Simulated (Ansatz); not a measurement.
# BGeH5OSe, SMILES [OH][GeH2][BH][SeH]: a rigid scan of one bond angle

Computed with Ansatz's Python interface.

`run_bend.py`:
```python
# -*- coding: utf-8 -*-
"""Bending curve of BGeH5OSe."""

import ansatz as az
from ase import Atoms

BASIS_SET = "def2-SVP"
FUNCTIONAL = "pbe0"
FORCE_TOL = 0.02

atoms = Atoms(["O", "Ge", "B", "Se", "H", "H", "H", "H", "H"], positions=[
    (-0.2602, 0.4614, -2.08),
    (0.7192, 0.4884, -0.6312),
    (0.0815, -0.979, 0.5944),
    (-1.6861, -0.9549, 1.3327),
    (-1.2019, 0.7644, -1.7795),
    (0.6084, 1.8706, 0.0967),
    (2.2238, 0.2453, -1.036),
    (0.8981, -1.8285, 0.9031),
    (-1.2943, -0.114, 2.5827),
])

# start the scan from a relaxed geometry
first = (
    az.Crystal.molecule_from_ase(atoms).calculation()
    .basis(gaussian=BASIS_SET)
    .functional(FUNCTIONAL)
    .relax(force_tolerance=FORCE_TOL, max_steps=80)
)
atoms.positions = first.run(threads=1, backend="cpu").report["positions_ang"]

rows = []
for angle in [85, 95, 105, 115, 125, 140, 160]:
    bent = atoms.copy()
    bent.set_angle(1, 0, 4, angle, indices=[4])
    job = az.Crystal.molecule_from_ase(bent).calculation().basis(gaussian=BASIS_SET).functional(FUNCTIONAL)
    rows.append((angle, job.run(threads=1, backend="cpu").report["free_energy_ev"]))
floor = min(e for _, e in rows)
for angle, e in rows:
    print(f"angle Ge1-O0-H4 = {angle:3d} deg   {1000 * (e - floor):9.1f} meV")
```

```console
$ python run_bend.py
angle Ge1-O0-H4 =  85 deg       378.9 meV
angle Ge1-O0-H4 =  95 deg       137.6 meV
angle Ge1-O0-H4 = 105 deg        20.5 meV
angle Ge1-O0-H4 = 115 deg         0.0 meV
angle Ge1-O0-H4 = 125 deg        52.4 meV
angle Ge1-O0-H4 = 140 deg       216.4 meV
angle Ge1-O0-H4 = 160 deg       467.5 meV
```

The scan is rigid, and the energies are electronic, in a modest basis. The zero is the lowest point of the grid, which needn't be the minimum. Run time: 4.9 min on 1 thread of Arm Neoverse V1, on a shared host, peak memory 0.38 GiB.
